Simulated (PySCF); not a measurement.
# Cl6Ir ([IrCl6]3-): the cost of one run

Computed with PySCF 2.14.0 and routines of our own; the level stands in each step. Atoms count from 0.

1 further run of the same task is left out (for a basis unfit for spin-orbit shieldings).

### Step 1. The starting structure

7 atoms, charge -3, multiplicity 1; geometry from: GFN2-xTB.

### Step 2. NMR shieldings: PBE0/pcSseg-1 Ir:x2c-TZVPall-2c in water, spin-free

Job settings and geometry (Å):

```
{"job": {"xc": "PBE0", "basis": {"default": "pcSseg-1", "Ir": "x2c-TZVPall-2c"}, "rel": "sf", "solvent": "water", "kind": "hnmr"}, "charge": -3, "multiplicity": 1}
Ir     0.001530    -0.001010    -0.000410
Cl    -0.018810    -0.009460     2.367630
Cl     0.017770     0.009300    -2.368630
Cl     2.369180     0.002920     0.018910
Cl    -2.367470     0.002260    -0.020280
Cl    -0.009560     2.365790     0.010970
Cl     0.007370    -2.369810    -0.008180
```

Level: PBE0/pcSseg-1 Ir:x2c-TZVPall-2c GIAO NMR shielding, spin-free X2C, Gaussian nuclei, IEF-PCM water.

On the command line:

```console
$ OMP_NUM_THREADS=1 python heavy_run.py task.json out
```

This one command runs all jobs of the session in turn.

Q: Estimate the wall time and peak memory of this first job on 1 thread of Intel Xeon Platinum 8375C at 2.90GHz, shared host.

About 2.6 min, with a peak of 1.4 GiB.
